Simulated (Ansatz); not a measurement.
**SiGeN (sextet): wave-function methods side by side, cc-pVDZ**

An exercise on one series of results from a longer session: the logs are not shown, and one member is left open.

Method: cc-pVDZ, core rule «outside noble gas», up to 20 orbitals frozen; program: Ansatz 0.2.0, Gaussian basis.

The runs, in order: UHF; CCSD(T) on ROHF; CCSD(T) on UHF; BCCD(T) on ROHF; CISD as a restricted active space (open shells left free, so some higher excitations enter); CCSDT(Q) on ROHF; CCSDT(Q) on UHF.

41 further runs of the same task are left out: 10 for a known fault of the program, 16 that didn't finish, 15 set aside as unsound or not needed. Runs told in other sessions of the task aren't counted.

## What is computed

The geometry is a PBE0/def2-TZVP stationary point (not a proven minimum) of the parent state, kept for this charge and spin. No spin-orbit coupling is included. The filled d shell of Ge may be among the frozen orbitals whatever the setting's name suggests.

3 atoms, charge 0, spin multiplicity 6.

Atoms are counted from 1 here; the program's logs count them from 0.

Bond lengths: Ge1–N2 1.719 Å, N2–Si3 1.644 Å. Angles: Ge1–N2–Si3 180.0°.

Set-up of the first run:

in.yaml

```yaml
crystal:
  periodic: [false, false, false]
  atoms:
    - {symbol: Ge, position_ang: [0.000000, 0.000000, 1.693800]}
    - {symbol: N, position_ang: [0.000000, 0.000000, -0.024900]}
    - {symbol: Si, position_ang: [0.000000, 0.000000, -1.668900]}
basis:
  gaussian: {orbitals: cc-pVDZ}
magnetization: {spin_polarized: true, initial_magnetization: 5}
hamiltonian: {xc: hf}
output: {orbitals: {seedname: orbitals}}
```

Command:

```bash
$ ansatz run in.yaml --threads 1 --pin off --events-out ev --progress --plain --max-ram 2393MiB
```

Among the steps run: UHF; CCSD(T) on ROHF; CCSD(T) on UHF; BCCD(T) on ROHF; CISD as a restricted active space (open shells left free, so some higher excitations enter); CCSDT(Q) on ROHF; CCSDT(Q) on UHF.

One table of the session follows, with a row left open; its other results are not shown here.

```
   method  from RCCSDT(Q) (kcal/mol)
      UHF                          ?
     RMP2                     +33.74
     UMP2                     +36.42
    RCCSD                     +17.54
    UCCSD                     +14.46
 RCCSD(T)                      +6.23
 UCCSD(T)                      +8.37
  BCCD(T)                      +7.66
   RCCSDT                      +3.09
   UCCSDT                      +2.73
RCCSDT(Q)                          0
UCCSDT(Q)                      -0.50
```

Q: Estimate the row for UHF from the others.

As computed: from RCCSDT(Q) (kcal/mol): +168.37. In the column «from RCCSDT(Q) (kcal/mol)» it is the highest.

Not comparable, so not listed: CISD as a restricted active space (open shells left free, so some higher excitations enter) (they don't share determinant, frozen orbitals or solution with the rows shown, or repeat one).

Caveats from the session: The report flags that the cluster equations may have other roots. Left out of the table: ROHF (another determinant or state than the rows shown). The program flags RCCSD(T), BCCD(T), RCCSDT(Q), UCCSDT(Q) as in doubt, so the zero of the table is itself unsure. Warnings: coupled cluster took another determinant than the lowest; large T1 diagnostic. Restricted and unrestricted rows rest on different reference determinants; a gap between their highest levels can come from leftover correlation error, from unlike frozen cores or from another state.
